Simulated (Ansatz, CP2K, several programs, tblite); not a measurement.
Energy against volume for GaP in the zincblende structure, at fixed shape and fractional coordinates, computed by several methods (PBE and r2SCAN, where shown, with plane waves in Ansatz); the cell shown is that of r2SCAN. Space group F-43m (No. 216), cubic; conventional cell a = 5.451 Å, 20.24 Å³ an atom. Ga has 4 P at 2.36 Å; P has 4 Ga at 2.36 Å. The values are computed, spin-unpolarised, and not measurements. Energies count from each curve's lowest point; fits are third-order Birch-Murnaghan.

```cif
data_structure
_symmetry_space_group_name_H-M 'P 1'
_symmetry_Int_Tables_number 1
_cell_length_a 3.8543
_cell_length_b 3.8543
_cell_length_c 3.8543
_cell_angle_alpha 60.000
_cell_angle_beta 60.000
_cell_angle_gamma 60.000
_cell_volume 40.49
loop_
_atom_site_label
_atom_site_type_symbol
_atom_site_fract_x
_atom_site_fract_y
_atom_site_fract_z
_atom_site_occupancy
Ga1 Ga 0.00000 0.00000 0.00000 1
P1 P 0.25000 0.25000 0.25000 1
```

Problem. PBE/DZVP (CP2K), on the shape of the cell shown, gives

| V (Å³/atom) | E (meV/atom) |
| --- | --- |
| 17.814 | 154.95 |
| 19.029 | 51.01 |
| 20.244 | 4.60 |
| 21.458 | 0.00 |
| 22.673 | 25.62 |

What equilibrium volume and bulk modulus follow?

Solution. V₀ = 21.00 Å³ an atom and B₀ = 77 GPa.

PBE, on the shape of its own relaxed cell:

| V (Å³/atom) | E (meV/atom) |
| --- | --- |
| 19.613 | 20.40 |
| 20.239 | 4.86 |
| 20.865 | 0.00 |
| 21.491 | 4.20 |
| 22.117 | 16.09 |

V₀ = 20.87 Å³ an atom and B₀ = 77 GPa.

GFN2-xTB (tblite), on the shape of the cell shown, as a cluster of 64 atoms at the zone centre:
```
V (Å³/atom)  E (meV/atom)
     17.814        292.47
     19.029        148.13
     20.244         61.78
     21.458         15.89
     22.673          0.00
```
The lowest point is an end point, so the minimum isn't bracketed.

r2SCAN, on the shape of its own relaxed cell:
```csv
V (Å³/atom),E (meV/atom)
19.029,22.84
19.636,5.51
20.244,0.00
20.851,4.54
21.458,17.64
```
V₀ = 20.26 Å³ an atom and B₀ = 88 GPa.

Problem. PBE/SZV (CP2K), on the shape of the cell shown, gives

| V (Å³/atom) | E (meV/atom) |
| --- | --- |
| 17.814 | 258.67 |
| 19.029 | 111.07 |
| 20.244 | 30.81 |
| 21.458 | 0.00 |
| 22.673 | 5.45 |

What equilibrium volume and bulk modulus follow?

Solution. V₀ = 21.84 Å³ an atom and B₀ = 78 GPa.
